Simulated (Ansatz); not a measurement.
# a series on the perovskite structure: Ti3InSi, Ti3InSn, Ti3InPb: a table of relaxed lattice constants and trends

Computed with Ansatz 0.2.0, Python API.

At the Python prompt:
```pycon
>>> import warnings
>>> import ansatz
>>> import numpy as np
>>> from tabulate import tabulate
>>> def perovskite(first, second, third, a):
...     return (
...         ansatz.Lattice.cubic(a)
...         .space_group(221)
...         .atom(first, [0, 0, 0])
...         .atom(second, [0.5, 0.5, 0.5])
...         .atom(third, [0.5, 0.5, 0])
...     )
...
>>> def compute(name, crystal, relax=True):
...     calc = (
...         crystal.calculation()
...         .functional("mr2scan")
...         .basis(550, density_ratio=6)
...         .accuracy("medium")
...         .mixing("msr1")
...         .scf(tolerance=1e-06)
...         .kpoints(spacing=0.39)
...         .occupations("fermi_dirac", width=0.05)
...         .stress()
...         .band_table()
...     )
...     if relax:
...         calc = calc.relax(force_tolerance=0.02, max_steps=40, cell=True)
...     return calc.run(threads=1)
...
>>> def bulk_modulus(name, outcome, step=0.02):
...     # B = -V dP/dV from the pressures of two uniformly scaled cells, atoms held at their fractions
...     pressure = []
...     for factor in (1 - step, 1.0, 1 + step):
...         cell = ansatz.Crystal(lattice=ansatz.Lattice.of(outcome.lattice.cell_ang * factor ** (1 / 3)))
...         for site in outcome.report["lattice"]["sites"]:
...             cell = cell.atom(site["symbol"], site["position_frac"])
...         pressure.append(np.trace(compute(name, cell, relax=False).report["stress_gpa"]) / 3)
...     slope, bend = (pressure[0] - pressure[2]) / (2 * step), abs(pressure[0] + pressure[2] - 2 * pressure[1])
...     # a jump of mesh or basis between the cells shows as a kink: no modulus then
...     return float(slope) if bend < 12 * step**2 * abs(slope) + 0.15 and abs(pressure[1]) < 1.5 else float("nan")
...
>>> def volume_per_atom(outcome):
...     return abs(np.linalg.det(outcome.lattice.cell_ang)) / len(outcome.lattice.sites)
...
>>> warnings.simplefilter("ignore", ansatz.DeckWarning)
>>> phases = {}
>>> phases["Ti3InSi"] = perovskite("In", "Si", "Ti", 4.56)
>>> phases["Ti3InSn"] = perovskite("In", "Sn", "Ti", 4.81)
>>> phases["Ti3InPb"] = perovskite("In", "Pb", "Ti", 4.87)
>>> done = {name: compute(name, crystal) for name, crystal in phases.items()}

>>> rows = [(name, float(np.linalg.norm(o.lattice.cell_ang[0])), volume_per_atom(o), bulk_modulus(name, o)) for name, o in done.items()]
>>> print(tabulate(rows, headers=["compound", "a (A)", "V (A^3/atom)", "B (GPa)"], floatfmt=".4f", tablefmt="plain"))
compound      a (A)    V (A^3/atom)    B (GPa)
Ti3InSi      4.6217         19.7446    97.2060
Ti3InSn      4.9811         24.7172    71.8016
Ti3InPb      5.0673         26.0235    68.5045
```

From smallest to largest: Ti3InSi (19.74 Å³), Ti3InSn (24.72 Å³) and Ti3InPb (26.02 Å³). The largest is 32 % above the smallest.

Reading the output:
- The settings weren't tested for convergence.
- No spin polarisation was allowed.
- For the metals among these phases the mesh is modest: differences between phases can be off by up to 40 meV an atom.
- The program warned that this SCF threshold is loose for forces or stresses.
- The bulk modulus is taken at fixed shape and positions, an upper value where these are free.
- Pressure is positive in compression.
- Spin-orbit coupling, which matters for elements this heavy, is left out.
- The cells are built on a prototype by substitution; a member may or may not take this structure in nature.
- The script silences the warnings on its input, which a real study should read.
- The whole script took 7.4 min on 1 thread of Arm Neoverse N1, on a shared host, peak memory 1.1 GiB.

(Lines on the test bed's own set-up are left out of the output.)
